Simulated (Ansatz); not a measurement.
**K3Ge in Ansatz: convergence with scf exx energy threshold**

K3Ge:

```
CELL_PARAMETERS angstrom
0.00000 4.31101 4.31101
4.31101 0.00000 4.31101
4.31101 4.31101 0.00000
ATOMIC_POSITIONS crystal
Ge 0.00000 0.00000 0.00000
K 0.50000 0.50000 0.50000
K 0.75000 0.75000 0.75000
K 0.25000 0.25000 0.25000
```

The cell comes from a database or a generator and needn't be the stable form of this composition.

* Program: Ansatz 0.2.0
* Task: convergence study
* Functional: HSE06
* Potentials or basis: Ansatz PAW
* Cutoff: 420 eV (not typed: the program's choice for these potentials)
* k mesh: 3 × 3 × 3
* Occupations: gaussian, width 0.05 eV
* Spin: no spin polarisation

These are the settings of the first run; the series varies scf exx energy threshold, with any setting tied to it.

Hardware: 2 threads of Arm Neoverse V1, on a shared host.

```csv
scf exx energy threshold,"energy less the tightest run, at zero smearing (meV/atom)",SCF cycles,CPU time (s),peak memory (GiB)
0.01,0.00,19,37,1
0.001,0.00,19,37,1
0.0001,0.00,19,39,1
1e-05,0.00,19,38,1
1e-06,0.00,21,40,1
1e-07,0.00,24,45,1
```

Against the tightest run, the energy stays within 1 meV/atom from 0.01 on. The tightest run that finished is the yardstick and may itself not be fully converged.

Caveat, for the tightest run too: the k mesh is coarse (spacing up to 0.42 Å⁻¹), so the values aren't converged, least of all with exact exchange.
